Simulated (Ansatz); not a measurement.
# AlGaN: the cost of one run

Method: cc-pVTZ, core rule «outside noble gas», up to 20 orbitals frozen; program: Ansatz 0.2.0, Gaussian basis.

To be run: UHF; CCSD(T) on ROHF; CCSD(T) on UHF; BCCD(T) on ROHF; CCSDT(Q) on ROHF; CCSDT(Q) on UHF.

6 further runs of the same task are left out: 3 for a known fault of the program, 3 set aside as unsound or not needed.

## Step 1: The geometry

The geometry is a PBE0/def2-TZVP stationary point (not a proven minimum) of the parent state, kept for this charge and spin. No spin-orbit coupling is included. The filled d shell of Ga may be among the frozen orbitals whatever the setting's name suggests; the logs give the count.

3 atoms, charge 1, spin multiplicity 3.

Atoms are counted from 1 here; the program's logs count them from 0.

Bond lengths: Al1–N2 1.708 Å, N2–Ga3 1.780 Å. Angles: Al1–N2–Ga3 180.0°.

## Step 2: UHF

Input file in.yaml:

```yaml
crystal:
  periodic: [false, false, false]
  atoms:
    - {symbol: Al, position_ang: [0.000000, 0.000000, -1.732100]}
    - {symbol: N, position_ang: [0.000000, 0.000000, -0.023700]}
    - {symbol: Ga, position_ang: [0.000000, 0.000000, 1.755800]}
basis:
  gaussian: {orbitals: cc-pVTZ}
total_charge: 1
magnetization: {spin_polarized: true, initial_magnetization: 2}
hamiltonian: {xc: hf}
output: {orbitals: {seedname: orbitals}}
```

Run with:

```sh
$ ansatz run in.yaml --threads 1 --pin off --events-out ev --progress --plain --max-ram 4096MiB --backend cpu
```

**Question.** How long does this run take on 1 thread of AMD EPYC 7R13, shared host, and how much memory does it need?

About 12 s, with a peak of 0.4 GiB.
